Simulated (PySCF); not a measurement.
# C7H7ClO: the cost of one run

Programs: PySCF 2.14.0, with routines of our own; each step states its level. All values are computed. Atoms count from 0.

### 1 The starting structure

16 atoms, charge 0, multiplicity 1; geometry from: GFN2-xTB.

### 2 Magnetic properties: GIAO B97-2/pcSseg-1

The job: settings as JSON, then the geometry in Å.

```
{"job": {"kind": "mag", "xc": "B97-2", "basis": "pcSseg-1", "isotopologues": 0}, "charge": 0, "multiplicity": 1}
C      0.168094    -2.057906     0.420267
C     -0.133667    -0.841470    -0.014182
C     -1.486720    -0.504979    -0.580551
O     -2.069987     0.664344    -0.022666
C     -1.218360     1.675235     0.230144
C      0.117546     1.571728     0.206069
Cl     1.062827     2.994867     0.495908
C      0.800072     0.299983     0.018145
C      2.125040     0.174348    -0.085245
H     -0.548924    -2.860116     0.391507
H      1.137722    -2.293277     0.820972
H     -1.383051    -0.350137    -1.666985
H     -2.205226    -1.308097    -0.406451
H     -1.733813     2.598194     0.450828
H      2.587601    -0.784742    -0.229608
H      2.773248     1.030967    -0.039563
```

Level: GIAO B97-2/pcSseg-1 magnetisability, rotational g tensor and spin-rotation constants, non-relativistic, gas phase.

Started as:

```bash
$ OMP_NUM_THREADS=1 python excited_run.py task.json out
```

One launch serves the whole session: the jobs run in the order shown.

**Question.** How long does this first job take on 1 thread of Arm Neoverse V1, shared host, and how much memory does it need?

About 39 s, with a peak of 0.9 GiB.
